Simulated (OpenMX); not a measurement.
**Ta: single point with PBE**

Slab: Ta, a slab with vacuum.

```
Ta
1.0
     3.30256    0.00000    0.00000
     0.00000    3.30256    0.00000
     0.00000    0.00000   24.90768
Ta
7
Direct
  0.50000 0.50000 0.30111
  0.00000 0.00000 0.36741
  0.50000 0.50000 0.43370
  0.00000 0.00000 0.50000
  0.50000 0.50000 0.56630
  0.00000 0.00000 0.63259
  0.50000 0.50000 0.69889
```

The cell isn't the ideal one: the (1 0 0) slab of Ta, cut from the database cell, not relaxed.

```
Program             : OpenMX 3.8.5
Task                : single point
Functional          : PBE
Potentials or basis : OpenMX 2013 PBE set, Ta7.0-s3p2d2f1, grid cutoff 400 Ry
k mesh              : 9 × 9 × 1
Occupations         : fermi-dirac, width 0.05 eV
Spin                : no spin polarisation
```

The largest force is 1.139 eV/Å. The band gap on the k mesh is none (metal or under the smearing width). The work function is 3.51 eV.

Forces in eV/Å, atoms in the order of the input:
```
Ta   0.000  0.000  1.139
Ta   0.000  0.000 -1.134
Ta   0.000  0.000 -0.365
Ta   0.000  0.000  0.000
Ta   0.000  0.000  0.365
Ta   0.000  0.000  1.134
Ta   0.000  0.000 -1.139
```

Levels at points of the mesh, in eV from the Fermi level:
| k point | band 42 | band 43 | band 44 | band 45 | band 46 | band 47 | band 48 | band 49 | band 50 | band 51 |
| --- | --- | --- | --- | --- | --- | --- | --- | --- | --- | --- |
| (0.00, 0.00, 0.00) | 0.29 | 0.50 | 0.50 | 0.58 | 0.58 | 0.71 | 0.71 | 0.83 | 1.17 | 1.17 |

Wall time 8.7 min on 1 thread of Arm Neoverse V2 (shared host), peak memory 2.3 GiB.

Caveat: the basis of atomic orbitals isn't converged, which shifts pressures, moduli and gaps. The run has no spin-orbit coupling, so splittings on Ta are missing.
